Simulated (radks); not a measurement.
# Zn⁴⁺ in [Ar] 3d8: an all-electron calculation

Wanted: eigenvalues, radial structure and energy terms of the zinc ion Zn4+.

Method: scalar-relativistic Kohn-Sham, PBE, spin-polarised, spherical densities, point nucleus; open shells are filled with parallel spins first. Code: radks (a radial shooting solver on a logarithmic mesh, Libxc functionals) version 1.

### Step 1. The system

| Property | Result |
| --- | --- |
| element | zinc (Z = 30) |
| charge | +4 |
| electrons | 26 |
| configuration | [Ar] 3d8 |

Outer shells as boxes (Hund's rule):

Zn⁴⁺
```
[Ar] core
3d [↑↓][↑↓][↑↓][↑ ][↑ ]
```

### Step 2. The calculation

Settings of this run:

```text
Z 30
configuration [Ar] 3d8 4s0 4p0 4d0 4f0
relativity scalar-relativistic
functional pbe,pbe
spin polarised
nucleus point
c 137.035999084
```

Q: Predict the outcome of this run.

As calculated:

| quantity | value |
| --- | --- |
| total energy | -1791.26350 hartree |
| exchange-correlation share of it | 3.89 % |
| −T/E | 1.0160 |
| highest occupied level | 3d down, -71.953 eV |
| most extended occupied level | 3d down, <r> = 0.778 bohr |
| radius at density 0.001 e/bohr³ | 2.41 bohr |
| maxima of the radial density | 3 |
| ionisation energy, NIST | 83 (semi-emp.) eV |

The radial density shows 3 maxima for 3 occupied principal shells. −T/E is 1.016: with relativity the kinetic term as defined here no longer equals −E. The top level binds by 71.953 eV, 87 % of the NIST ionisation energy of 83 eV; the potential of a semilocal functional falls off too fast, so its top eigenvalue is too shallow. Open shells are spherical and high-spin; term and fine-structure splittings are not resolved.
